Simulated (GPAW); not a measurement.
Crystal: HfB.

```
Hf B
1.0
     0.00000    2.31000    2.31000
     2.31000    0.00000    2.31000
     2.31000    2.31000    0.00000
Hf B
1 1
Direct
  0.50000 0.50000 0.50000
  0.00000 0.00000 0.00000
```

| Quantity | Value |
| --- | --- |
| Program | GPAW 26.7.0 |
| Task | relaxation of cell and atoms |
| Functional | PBEsol |
| Dispersion | D3 |
| Potentials or basis | PAW data sets generated in the run's folder for this functional |
| Cutoff | 800 eV |
| Basis | pw |
| k mesh | 10 × 10 × 10 |
| Occupations | fermi-dirac, width 0.05 eV |
| Spin | no spin polarisation |

At the start: pressure 22.1 GPa; volume 12.33 Å³/atom.

**Question.** Where does the relaxation end?

**Answer.** Over 4 steps the energy falls by 81.1 meV/atom and the volume is 13.60 Å³/atom (+10.3 %); space group Fm-3m (No. 225, to 0.05 Å).

The path:
```tsv
step	energy change (eV)	largest force (eV/Å)	pressure (GPa)	volume (Å³)
1	0.0000	0.0000	22.08	24.65
2	-0.0991	0.0000	12.97	25.57
3	-0.1617	0.0000	0.97	27.06
4	-0.1622	0.0000	0.05	27.19
```

Final structure:
```
Hf B
1.0
     0.00000    2.38672    2.38672
     2.38672    0.00000    2.38672
     2.38672    2.38672    0.00000
Hf B
1 1
Direct
  0.50000 0.50000 0.50000
  0.00000 0.00000 0.00000
```

Caveat: later steps reuse the first step's grids; pairwise dispersion overbinds metals, which lowers pressure and volume.
